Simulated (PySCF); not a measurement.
# C₆H₉ClSi: electronic excitations

What electronic excitations should C₆H₉ClSi (`C=C/C=C(\C=C)[SiH2]Cl`) show?

Programs: PySCF 2.14.0, with density-fitted response routines of our own. Each step states its level of theory. These are calculated values for one molecule in the gas phase, unless marked as measured. Atoms are numbered from 0 throughout.

## (1) The starting structure

17 atoms, charge 0, multiplicity 1; geometry from: GFN2-xTB.

Bonds of the start (Å): C0–C1 1.33, C1–C2 1.44, C2–C3 1.36, C3–C4 1.45, C4–C5 1.33, C3–Si6 1.89, Si6–Cl7 2.02, C0–H8 1.08, C0–H9 1.08, C1–H10 1.08, C2–H11 1.08, C4–H12 1.08, C5–H13 1.08, C5–H14 1.08, Si6–H15 1.46, Si6–H16 1.46.

## (2) Ultraviolet spectrum: wB97X-D/def2-SVPD

What the job is given:

```
{"job": {"kind": "uv", "xc": "wB97X-D", "basis": "def2-SVPD", "nstates": 8, "ntriplets": 3}, "charge": 0, "multiplicity": 1}
C      2.927559    -1.315402    -0.734788
C      1.980107    -0.423986    -0.444433
C      0.602389    -0.792255    -0.251481
C     -0.445741     0.012161     0.050665
C     -0.290039     1.443041     0.224736
C     -1.275859     2.294725     0.492587
Si    -2.153461    -0.783968     0.247709
Cl    -2.821970    -0.546908     2.142424
H      2.702187    -2.363960    -0.841269
H      3.955990    -1.030265    -0.874118
H      2.252525     0.616917    -0.347507
H      0.412190    -1.852577    -0.369531
H      0.711602     1.839797     0.127743
H     -1.086441     3.347992     0.612143
H     -2.299348     1.981059     0.607746
H     -2.040997    -2.221105     0.006509
H     -3.137692    -0.193235    -0.659046
```

Method: TDDFT wB97X-D/def2-SVPD, vertical, gas phase, core orbitals frozen in the response.

Launch:

```bash
OMP_NUM_THREADS=1 python probes_run.py task.json out
```

The driver reads the jobs from task.json and runs them one after another.

The program printed:

```text
coarse grid: 15344 points
cycle   1  E = -983.0876412893  dE =  1.102e+00  |g| = 3.380e-01  |ddm| = 8.712e+00
cycle   2  E = -983.1154300842  dE = -2.779e-02  |g| = 2.058e-01  |ddm| = 1.818e+00
cycle   3  E = -983.1271340135  dE = -1.170e-02  |g| = 3.130e-02  |ddm| = 7.876e-01
cycle   4  E = -983.1275315939  dE = -3.976e-04  |g| = 1.278e-02  |ddm| = 2.112e-01
cycle   5  E = -983.1275813468  dE = -4.975e-05  |g| = 4.351e-03  |ddm| = 4.381e-02
cycle   6  E = -983.1275887996  dE = -7.453e-06  |g| = 1.418e-03  |ddm| = 1.672e-02
final grid: 139272 points
cycle   7  E = -983.2573203473  dE = -8.386e-05  |g| = 3.704e-03  |ddm| = 3.472e-01
cycle   8  E = -983.2573227128  dE = -2.365e-06  |g| = 2.479e-03  |ddm| = 2.868e-02
cycle   9  E = -983.2573241618  dE = -1.449e-06  |g| = 7.407e-04  |ddm| = 6.985e-03
cycle  10  E = -983.2573243031  dE = -1.413e-07  |g| = 2.966e-04  |ddm| = 2.621e-03
cycle  11  E = -983.2573243288  dE = -2.573e-08  |g| = 3.877e-05  |ddm| = 1.055e-03
cycle  12  E = -983.2573243297  dE = -8.927e-10  |g| = 1.422e-05  |ddm| = 2.521e-04
converged SCF energy = -983.2573243297

Static polarisability (au): isotropic 124.450, principal 81.705 105.602 186.044

Singlet excitations
state   eV       nm        f      main configurations
  1   4.8337    256.5   0.85854   H->L 0.98
  2   5.7940    214.0   0.00400   H-1->L 0.65, H-2->L 0.21, H-4->L 0.09
  3   6.0490    205.0   0.04738   H->L+1 0.87
  4   6.5405    189.6   0.10432   H-2->L 0.57, H-1->L 0.19
  5   6.7653    183.3   0.01835   H->L+2 0.74
  6   6.9238    179.1   0.02408   H->L+3 0.54, H->L+4 0.18
  7   7.0118    176.8   0.00550   H->L+4 0.46, H-3->L 0.40
  8   7.0939    174.8   0.01904   H-3->L 0.41, H->L+4 0.28, H->L+3 0.19

Triplet excitations (Tamm-Dancoff, eV): 2.6544 4.1699 5.3366
```

Wall time 1.8 min (1 thread of Arm Neoverse N1, shared host); peak memory 1 GiB.

Frontier orbitals and where they lie:

```tsv
orbital	eV	atoms
HOMO−3	-10.82	Cl7 49 %, Si6 14 %, H15 9 %
HOMO−2	-10.49	C4 15 %, Cl7 13 %, C1 12 %
HOMO−1	-10.38	Cl7 32 %, C3 15 %, C4 11 %
HOMO	-8.30	C3 18 %, C5 17 %, C2 17 %
LUMO	-0.14	C0 19 %, C2 19 %, C3 17 %
LUMO+1	1.66	C4 16 %, Si6 14 %, C5 14 %
LUMO+2	2.17	Si6 36 %, H15 8 %, Cl7 8 %
```

With each of the 8 states as a Gaussian band of 0.4 eV half-width at 1/e, the curve within the window shown has maxima at 257 nm (ε 35,000), 188 nm (ε 5,800) L/(mol cm). Beyond the last state computed it falls off for lack of states. The curve at chosen wavelengths:

```tsv
nm	ε (L/mol/cm)
168	881
173	2153
178	3735
183	5153
188	5797
193	5380
198	4385
203	3401
208	2559
213	1834
218	1416
223	1779
228	3627
233	7646
238	13967
243	21673
248	28897
253	33626
258	34656
263	32059
268	26939
273	20782
278	14859
283	9930
288	6250
293	3730
```

Further results of this job:

```tsv
property	computed
dipole moment (D)	2.08
polarisability (Å³)	18.44
HOMO–LUMO gap (eV)	8.17
−ε(HOMO) (eV)	8.30
```

## (3) Summary of results

| quantity | value |
| --- | --- |
| lowest singlet (wB97X-D/def2-SVPD) | 4.83 eV (256 nm), f = 0.859 |
| lowest triplet | 2.65 eV |

The first singlet state (HOMO→LUMO 0.98) lies at 4.83 eV and is bright. The lowest triplet lies 2.18 eV below the lowest singlet (triplets in Tamm-Dancoff, singlets in full TDDFT).
